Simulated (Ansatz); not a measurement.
# H7NSi2Zn: small, medium and large basis sets

One table from this session's results is given with a row withheld; the runs are named, their logs left out.

Computed with Ansatz 0.2.0, Gaussian basis. Level: one geometry, several basis sets.

The runs, in order: PBE0-D4/def2-SVP; ωB97M-V/def2-SVP; PBE0-D4/def2-QZVPP; ωB97M-V/def2-QZVPP; the functionals' def2-TZVPP values are taken from earlier runs.

### The geometry

The geometry comes from an earlier relaxation with PBE0-D4 in a triple-zeta def2 set; it is a stationary point, not always the lowest conformer.

SMILES `[SiH3][N]([SiH3])[ZnH]`, 11 atoms, charge 0, spin multiplicity 1.

Atoms are counted from 1 here; the program's logs count them from 0.

Bond lengths: Si1–N2 1.720 Å, Si1–H5 1.493 Å, Si1–H6 1.491 Å, Si1–H7 1.491 Å, N2–Si3 1.720 Å, N2–Zn4 1.841 Å, Si3–H8 1.493 Å, Si3–H9 1.491 Å, Si3–H10 1.491 Å, Zn4–H11 1.518 Å. Angles: N2–Si1–H5 108.4°, N2–Si1–H6 112.3°, N2–Si1–H7 112.4°, H5–Si1–H6 108.2°, H5–Si1–H7 108.0°, H6–Si1–H7 107.4°, Si1–N2–Si3 124.1°, Si1–N2–Zn4 117.9°, Si3–N2–Zn4 117.9°, N2–Si3–H8 108.4°, N2–Si3–H9 112.4°, N2–Si3–H10 112.3°, H8–Si3–H9 108.0°, H8–Si3–H10 108.2°, H9–Si3–H10 107.4°, N2–Zn4–H11 180.0°.

The first run:

Input file in.yaml:

```yaml
crystal:
  periodic: [false, false, false]
  atoms:
    - {symbol: Si, position_ang: [-0.471753, 1.456867, -0.510997]}
    - {symbol: N, position_ang: [-0.052677, -0.173559, -0.158629]}
    - {symbol: Si, position_ang: [0.763463, -0.672260, 1.270804]}
    - {symbol: Zn, position_ang: [-0.506733, -1.466374, -1.388891]}
    - {symbol: H, position_ang: [-1.195519, 1.485733, -1.816320]}
    - {symbol: H, position_ang: [-1.362576, 2.047945, 0.527664]}
    - {symbol: H, position_ang: [0.723877, 2.339529, -0.627085]}
    - {symbol: H, position_ang: [0.919696, -2.156347, 1.230749]}
    - {symbol: H, position_ang: [2.121155, -0.068659, 1.390976]}
    - {symbol: H, position_ang: [0.007498, -0.317650, 2.505521]}
    - {symbol: H, position_ang: [-0.881131, -2.532125, -2.403090]}
basis:
  gaussian: {orbitals: def2-SVP}
hamiltonian: {xc: pbe0, dispersion: d4}
output: {orbitals: {seedname: orbitals}}
```

Launch:

```bash
> ansatz run in.yaml --threads 4 --pin off --events-out ev --progress --plain --max-ram 11315MiB
```

Among the steps run: PBE0-D4 in def2-SVP; ωB97M-V in def2-SVP; PBE0-D4 in def2-QZVPP; ωB97M-V in def2-QZVPP.

One table of the session follows, with a row left open; its other results are not shown here.

It belongs to the step «Functionals by basis». 

```
functional       basis  HOMO (eV)
   PBE0-D4    def2-SVP      -7.27
   PBE0-D4  def2-TZVPP      -7.44
   PBE0-D4  def2-QZVPP      -7.45
   ωB97M-V    def2-SVP          ?
   ωB97M-V  def2-TZVPP      -9.70
   ωB97M-V  def2-QZVPP      -9.71
```

Estimate the missing values for ωB97M-V, def2-SVP.

As computed: HOMO (eV): -9.48. In the column «HOMO (eV)» it lies between ωB97M-V, def2-TZVPP (-9.70) and PBE0-D4, def2-QZVPP (-7.45).
